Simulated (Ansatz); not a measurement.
# C₂H₇NOSi: up Jacob's ladder to CCSD(T)

Aim: compute C₂H₇NOSi with functionals from several rungs and with coupled cluster, and see how far each lands from CCSD(T) at the basis-set limit for the atomisation energy.

Method: functionals in def2-TZVPP, the program's frozen cores in correlated methods; program: Ansatz 0.2.0, Gaussian basis.

Plan: LDA (SPW92), PBE-D4, revPBE-D4, BLYP-D4, r2SCAN-D4, B97M-V, PBE0-D4, B3LYP-D4, r2SCANh-D4, r2SCAN0-D4, HSE06-D4, BHLYP-D4, CAM-B3LYP-D4, LC-ωPBE, ωB97X-V, ωB97M-V, B2PLYP, PBE-QIDH; CCSD(T)/def2-SVP; CCSD(T)/def2-TZVPP; MP2/def2-QZVPP; extrapolation to the limit; RPA on PBE.

### Step 1. Structure used throughout

The geometry comes from an earlier relaxation with PBE0-D4 in a triple-zeta def2 set; it is a stationary point, not always the lowest conformer.

12 atoms, charge 0, spin multiplicity 1.

Atoms are counted from 1 here; the program's logs count them from 0.

Bond lengths: N1–C2 1.409 Å, N1–H6 1.012 Å, N1–H7 1.013 Å, C2–Si3 1.884 Å, C2–C4 1.461 Å, C2–O5 1.456 Å, Si3–H8 1.484 Å, Si3–H9 1.485 Å, Si3–H10 1.488 Å, C4–O5 1.415 Å, C4–H11 1.090 Å, C4–H12 1.089 Å. Angles: C2–N1–H6 112.1°, C2–N1–H7 112.7°, H6–N1–H7 108.9°, N1–C2–Si3 115.3°, N1–C2–C4 119.4°, N1–C2–O5 118.6°, Si3–C2–C4 119.4°, Si3–C2–O5 113.8°, C4–C2–O5 58.0°, C2–Si3–H8 108.5°, C2–Si3–H9 110.4°, C2–Si3–H10 109.1°, H8–Si3–H9 110.0°, H8–Si3–H10 110.0°, H9–Si3–H10 108.9°, C2–C4–O5 60.8°, C2–C4–H11 118.1°, C2–C4–H12 121.1° and more.

Coordinates:

```xyz
12
charge 0, multiplicity 1
N    -1.00527    1.20241    0.28145
C    -0.27490    0.04349   -0.05028
Si    1.59316    0.27040   -0.14784
C    -0.82158   -1.26871    0.28573
O    -0.81176   -0.85046   -1.06602
H    -0.87119    1.94245   -0.39505
H    -1.99706    1.02352    0.37967
H     2.20110   -1.01191   -0.58034
H     2.13518    0.66877    1.17628
H     1.90164    1.33889   -1.13624
H    -1.80471   -1.31064    0.75401
H    -0.16761   -2.10342    0.53263
```

### Step 2. LDA

This LDA is Slater exchange with PW92 correlation.

Contents of in.yaml:

```yaml
crystal:
  periodic: [false, false, false]
  atoms:
    - {symbol: N, position_ang: [-1.005271, 1.202410, 0.281452]}
    - {symbol: C, position_ang: [-0.274903, 0.043488, -0.050278]}
    - {symbol: Si, position_ang: [1.593161, 0.270403, -0.147842]}
    - {symbol: C, position_ang: [-0.821581, -1.268713, 0.285728]}
    - {symbol: O, position_ang: [-0.811755, -0.850458, -1.066017]}
    - {symbol: H, position_ang: [-0.871188, 1.942453, -0.395048]}
    - {symbol: H, position_ang: [-1.997061, 1.023520, 0.379669]}
    - {symbol: H, position_ang: [2.201102, -1.011909, -0.580341]}
    - {symbol: H, position_ang: [2.135176, 0.668773, 1.176281]}
    - {symbol: H, position_ang: [1.901639, 1.338891, -1.136243]}
    - {symbol: H, position_ang: [-1.804707, -1.310637, 0.754012]}
    - {symbol: H, position_ang: [-0.167612, -2.103420, 0.532628]}
basis:
  gaussian: {orbitals: def2-TZVPP}
hamiltonian: {xc: lda}
output: {orbitals: {seedname: orbitals}}
```

Run with:

```bash
ansatz run in.yaml --threads 4 --pin off --events-out ev --progress --plain --max-ram 10444MiB
```

Further steps of the session: PBE-D4 (GGA); revPBE-D4 (GGA); BLYP-D4 (GGA); r2SCAN-D4 (meta-GGA); B97M-V (meta-GGA); B3LYP-D4 (hybrid); r2SCANh-D4 (hybrid); r2SCAN0-D4 (hybrid); HSE06-D4 (hybrid); BHLYP-D4 (hybrid); CAM-B3LYP-D4 (range-separated); LC-ωPBE (range-separated); ωB97X-V (range-separated); ωB97M-V (range-separated); B2PLYP (double hybrid); PBE-QIDH (double hybrid); CCSD(T) in def2-SVP; CCSD(T) in def2-TZVPP; MP2 in def2-QZVPP; RPA on PBE orbitals.

Before running them: what should the planned runs give, taken together? Wanted: atomisation energy, CCSD(T)/CBS; farthest beyond LDA; mean size of error, GGA; mean size of error, meta-GGA; mean size of error, hybrid; mean size of error, range-separated; mean size of error, double hybrid; gap, smallest and largest; T1 diagnostic.

As calculated:

| quantity | value |
| --- | --- |
| atomisation energy, CCSD(T)/CBS | 44.793 eV |
| functionals within 0.224 eV (0.5 %) | revPBE-D4, BLYP-D4, r2SCAN-D4, B97M-V, PBE0-D4, B3LYP-D4, HSE06-D4, LC-ωPBE, ωB97M-V |
| farthest beyond LDA | BHLYP-D4 (-1.514 eV) |
| mean size of error, GGA | 0.423 eV |
| mean size of error, meta-GGA | 0.068 eV |
| mean size of error, hybrid | 0.482 eV |
| mean size of error, range-separated | 0.204 eV |
| mean size of error, double hybrid | 0.444 eV |
| gap, smallest and largest | 5.58 eV (LDA (SPW92)), 12.88 eV (LC-ωPBE) |
| T1 diagnostic | 0.0123 |
| triples share of the correlation energy | 4.0 % |

**Reading.** The LDA atomisation energy is off by 7.138 eV (16 %): it overbinds. PBE-D4 is off by +1.148 eV. Double hybrids carry the basis error of their MP2 part in triple zeta, and no dispersion term here, so their miss is partly the set-up's. The rungs meta-GGA, range-separated miss on average by less than the doubt on the reference (0.224 eV), so they tie. The reference freezes the cores and leaves out relativity and excitations past (T), so misses under about 0.224 eV can't be ranked. Hartree-Fock recovers 69 % of the binding; the rest is correlation. CCSD(T) in def2-SVP is off by -2.702 eV, worse than the median functional, from the basis alone. The gap grows from 5.6 to 12.9 eV across the functionals, mostly with the share of exact exchange.
